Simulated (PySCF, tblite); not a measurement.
# Si₂N₃H₇+ (doublet): geometry, infrared bands and EPR parameters

What infrared bands and EPR parameters should Si₂N₃H₇+ (doublet) (`[NH2+][SiH]1N[SiH2]N1`) show?

Programs: tblite 0.8.0 and PySCF 2.14.0, with density-fitted response routines of our own. Each step states its level of theory. These are calculated values for one molecule in the gas phase, unless marked as measured. Atoms count from 0, in the outputs and in this text.

### 1 Starting geometry

12 atoms, charge 1, multiplicity 2; geometry from: force field or distance geometry start.

Bonds of the start (Å): N0–Si1 1.77, Si1–N2 1.78, N2–Si3 1.78, Si3–N4 1.79, N4–Si1 1.77, N0–H5 1.05, N0–H6 1.04, Si1–H7 1.48, N2–H8 1.05, Si3–H9 1.49, Si3–H10 1.45, N4–H11 1.03.

### 2 Relaxing the molecule with GFN2-xTB

What the job is given:

```
{"job": {"kind": "relax", "xc": "GFN2-xTB", "basis": "xTB"}, "charge": 1, "multiplicity": 2}
N      1.993600     0.231300    -0.062300
Si     0.607300    -0.844900     0.182200
N     -0.581900    -0.668400    -1.127200
Si    -1.546900     0.369700    -0.049800
N     -0.646100    -0.341300     1.322800
H      2.171700     0.406500    -1.077100
H      1.940900     1.136100     0.440700
H      0.979900    -2.248700     0.452300
H     -0.205100    -0.092900    -1.922900
H     -2.973700    -0.036300    -0.118000
H     -1.344700     1.802200    -0.160300
H     -0.393900     0.285900     2.093600
```

Launch:

```
$ OMP_NUM_THREADS=1 python probes_run.py task.json out
```

The driver reads the jobs from task.json and runs them one after another.

**Question.** This job is followed by: GFN2-xTB harmonic vibrations, gas phase; UKS B3LYP, pcH-1 on H N Si, non-relativistic, mean-field spin-orbit, GIAO. What will the session give for the following? strongest single infrared mode (GFN2-xTB); zero-point energy (GFN2-xTB); g(iso) (B3LYP); ⟨S²⟩; largest a(iso) (averaged by class).

**Answer**, as computed:

```
                                 quantity                  value
strongest single infrared mode (GFN2-xTB)   430 cm⁻¹, 217 km/mol
             zero-point energy (GFN2-xTB)          49.1 kcal/mol
                           g(iso) (B3LYP)                2.00403
                                     ⟨S²⟩     0.759 (exact 0.75)
       largest a(iso) (averaged by class)  29Si on Si1, 33.7 MHz
```

**Reading.** Relaxing lowered the energy by 1.202 eV in 109 steps; the close pair that moved most is Si1–Si3, from 2.484 to 2.682 Å. All 30 modes are real, so the xTB geometry is a minimum. The strongest single mode, at 430 cm⁻¹, is spread over many atoms; the largest shares are those of H11, H8. Unscaled tight-binding wavenumbers are off by several per cent, some by more. Its intensities can rank the bands wrongly. The largest spin populations lie on N4 (0.50 e), N2 (0.49 e). The isotropic g lies 1.7 ppt above the free-electron value. These values are for one conformer; the search (at its own cheap level) found 1 more, at 1.13 kcal/mol, and measured spectra average over such forms.
